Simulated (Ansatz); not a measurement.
Working through a test of scalar relativity of GeH3N, SMILES [N][GeH3]

Program: the Ansatz DFT code, driven from Python.

The cells in order, each with its output:

In [1]:
```python
import ansatz
from ase import Atoms
import numpy as np
```

In [2]:
```python
atoms = Atoms(["N", "Ge", "H", "H", "H"], positions=[
    (1.7865, -0.2182, 0.0791),
    (-0.0623, 0.0076, -0.0028),
    (-0.3902, 1.3064, -0.7828),
    (-0.6346, 0.1095, 1.4343),
    (-0.6994, -1.2054, -0.7279),
])
molecule = ansatz.Crystal.molecule_from_ase(atoms)
```

In [3]:
```python
base = molecule.calculation().functional("b3lyp").spin("collinear", total=2).forces()
# a set contracted for a scalar-relativistic Hamiltonian goes with the relativistic run
sets = {"none": "cc-pVTZ", "scalar": "cc-pVTZ-DK"}
found = {kind: base.basis(gaussian=basis).pseudopotentials(relativity=kind).run(threads=1).report for kind, basis in sets.items()}
for kind, each in found.items():
    dipole = 4.803205 * np.linalg.norm(each["charge_distribution"]["dipole_moment_e_ang"])
    print(f"{kind:7s} E = {each['free_energy_ev']:.4f} eV  dipole {dipole:.3f} D  largest force component {np.abs(each['forces_ev_ang']).max():.4f} eV/A")
print(f"relativity lowers the total energy by {found['none']['free_energy_ev'] - found['scalar']['free_energy_ev']:.3f} eV")
```
```text
none    E = -58056.4653 eV  dipole 1.640 D  largest force component 0.9352 eV/A
scalar  E = -58649.8401 eV  dipole 1.629 D  largest force component 0.9587 eV/A
relativity lowers the total energy by 593.375 eV
```

The total moves by -593.4 eV, nearly all in the cores, and the dipole from 1.64 to 1.63 D.

Notes:
- Total energies depend on the basis set; only differences at equal settings carry meaning.
- The geometry is a force-field or estimated start, not a minimum of this method. The basis set changes with the Hamiltonian (a set recontracted for scalar relativity), and most of the change in the total lies in the cores.
- The species is open-shell (spin multiplicity 3).
- b3lyp holds the VWN-RPA fit, as in Gaussian; the form of ORCA and Turbomole is b3lyp5.
- Hardware and time: 7.3 s on 1 thread of Arm Neoverse V2, with other jobs on the host, peak memory 0.31 GiB.
